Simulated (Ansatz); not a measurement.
# ClFGeH3NSi, SMILES [F][Ge]1([Cl])[NH][SiH2]1: harmonic frequencies at the relaxed geometry

Run with the Ansatz DFT code, driven from Python.

Script `freq_clfgeh3nsi.py`:
```python
# -*- coding: utf-8 -*-
import ansatz as az
import numpy as np

geometry_ang = [
    ("F", (-1.5973, 1.7867, 0.2501)),
    ("Ge", (-0.0766, 1.0627, 0.3906)),
    ("Cl", (1.3047, 1.8486, 1.8226)),
    ("N", (-0.2305, -0.7658, 0.6826)),
    ("Si", (0.493, -0.7688, -0.9188)),
    ("H", (-1.314, -0.9663, 0.5117)),
    ("H", (1.9228, -1.1827, -0.8033)),
    ("H", (-0.41, -1.0714, -1.9912)),
]
molecule = az.Crystal.molecule()
for symbol, xyz in geometry_ang:
    molecule = molecule.atom(symbol, xyz)

calculation = (
    molecule.calculation()
    .basis(gaussian="def2-SVP")
    .functional("PBE0")
    .accuracy("high")
    .scf(lower_state_search="light")
)
symbols = [site.symbol for site in molecule.cartesian_sites]
start = np.array([site.position_ang for site in molecule.cartesian_sites], dtype=float)
def progress(event):
    if event["event"] == "relax_step":
        row = event["data"]
        print(f"step {row['step']:3d}  E = {row['lagrangian_ev']:.6f} eV  max force {row['allowed_force_max_ev_ang']:.4f} eV/A")


r = calculation.relax(force_tolerance=0.003).session().plan().execute(on_event=progress).report
end = np.array(r["positions_ang"])

print("final positions (A) and the move of each atom")
for symbol, xyz, old in zip(symbols, end, start):
    print(f"{symbol:2s} {xyz[0]:10.5f} {xyz[1]:10.5f} {xyz[2]:10.5f}   {np.linalg.norm(xyz - old):7.4f}")

minimum = az.Crystal.molecule()
for symbol, xyz in zip(symbols, end):
    minimum = minimum.atom(symbol, xyz.tolist())
vibrating = (
    minimum.calculation()
    .basis(gaussian="def2-SVP")
    .functional("PBE0")
    .accuracy("high")
    .scf(lower_state_search="light")
    .phonons(temperatures=(100, 500, 100))
)
vib = vibrating.run(threads=1).report["vibrations"]
sums = vib["harmonic_sums"]
modes = [m["omega_inv_cm"] for m in sums["modes_at_gamma"] if m["rigid_motion"] == "no"]
for number, w in enumerate(modes, start=1):
    print(f"mode {number:2d} {w:9.1f} 1/cm {w / 8065.544 * 1000:8.2f} meV")
print("imaginary modes:", sum(w < 0 for w in modes), " zero-point energy:", round(sums["zero_point_energy_ev"], 4), "eV")
print("T (K)   F_vib (eV)   S_vib (meV/K)   C_vib (meV/K)")
for row in zip(sums["temperatures_k"], sums["vibrational_free_energy_ev"], vib["entropy_ev_per_k"], vib["heat_capacity_ev_per_k"]):
    print(f"{row[0]:6.1f} {row[1]:11.4f} {1000 * row[2]:13.4f} {1000 * row[3]:15.4f}")
```

```console
$ python freq_clfgeh3nsi.py
step   1  E = -81139.352710 eV  max force 4.1545 eV/A
step   2  E = -81139.885736 eV  max force 1.3441 eV/A
step   3  E = -81140.020234 eV  max force 0.7700 eV/A
step   4  E = -81140.107279 eV  max force 0.8532 eV/A
step   5  E = -81140.247063 eV  max force 0.4562 eV/A
step   6  E = -81140.308241 eV  max force 0.2514 eV/A
step   7  E = -81140.323266 eV  max force 0.1206 eV/A
step   8  E = -81140.326711 eV  max force 0.2314 eV/A
step   9  E = -81140.323079 eV  max force 0.4097 eV/A
step  10  E = -81140.328958 eV  max force 0.1141 eV/A
step  11  E = -81140.329467 eV  max force 0.0395 eV/A
step  12  E = -81140.329852 eV  max force 0.0296 eV/A
step  13  E = -81140.329896 eV  max force 0.0044 eV/A
step  14  E = -81140.329897 eV  max force 0.0020 eV/A
final positions (A) and the move of each atom
F    -1.41068    2.12449    0.16341    0.3955
Ge   -0.03607    1.07603    0.34322    0.0638
Cl    1.01945    1.94987    1.99879    0.3502
N    -0.49046   -0.69477    0.50978    0.3201
Si    0.45112   -0.74513   -0.96068    0.0638
H    -0.99486   -1.34532    1.10389    0.7721
H     1.78802   -1.40977   -0.95460    0.3043
H    -0.23442   -1.01240   -2.25949    0.3260
mode  1     102.6 1/cm    12.72 meV
mode  2     152.2 1/cm    18.87 meV
mode  3     187.2 1/cm    23.21 meV
mode  4     210.8 1/cm    26.14 meV
mode  5     364.2 1/cm    45.15 meV
mode  6     375.4 1/cm    46.54 meV
mode  7     458.5 1/cm    56.84 meV
mode  8     504.2 1/cm    62.51 meV
mode  9     558.4 1/cm    69.23 meV
mode 10     643.2 1/cm    79.75 meV
mode 11     715.3 1/cm    88.69 meV
mode 12     761.1 1/cm    94.37 meV
mode 13     887.7 1/cm   110.07 meV
mode 14     969.0 1/cm   120.15 meV
mode 15    1001.9 1/cm   124.22 meV
mode 16    2228.8 1/cm   276.34 meV
mode 17    2238.8 1/cm   277.58 meV
mode 18    3632.2 1/cm   450.34 meV
imaginary modes: 0  zero-point energy: 0.9914 eV
T (K)   F_vib (eV)   S_vib (meV/K)   C_vib (meV/K)
 100.0      0.9870        0.1416          0.2571
 200.0      0.9593        0.4140          0.5558
 300.0      0.9042        0.6859          0.7873
 400.0      0.8229        0.9355          0.9449
 500.0      0.7180        1.1586          1.0522
```

Reading the output:
- The settings weren't tested for convergence.
- The frequencies are harmonic and unscaled, in a modest basis. The result belongs to the one conformer reached from this start, and soft torsions count as harmonic oscillators.
- Run time: 16 min on 1 thread of Arm Neoverse V1 (shared host), peak memory 0.59 GiB.

(A comment or docstring line of the script was reworded after the run, the code is as it ran; lines on the test bed's own set-up are left out of the output.)
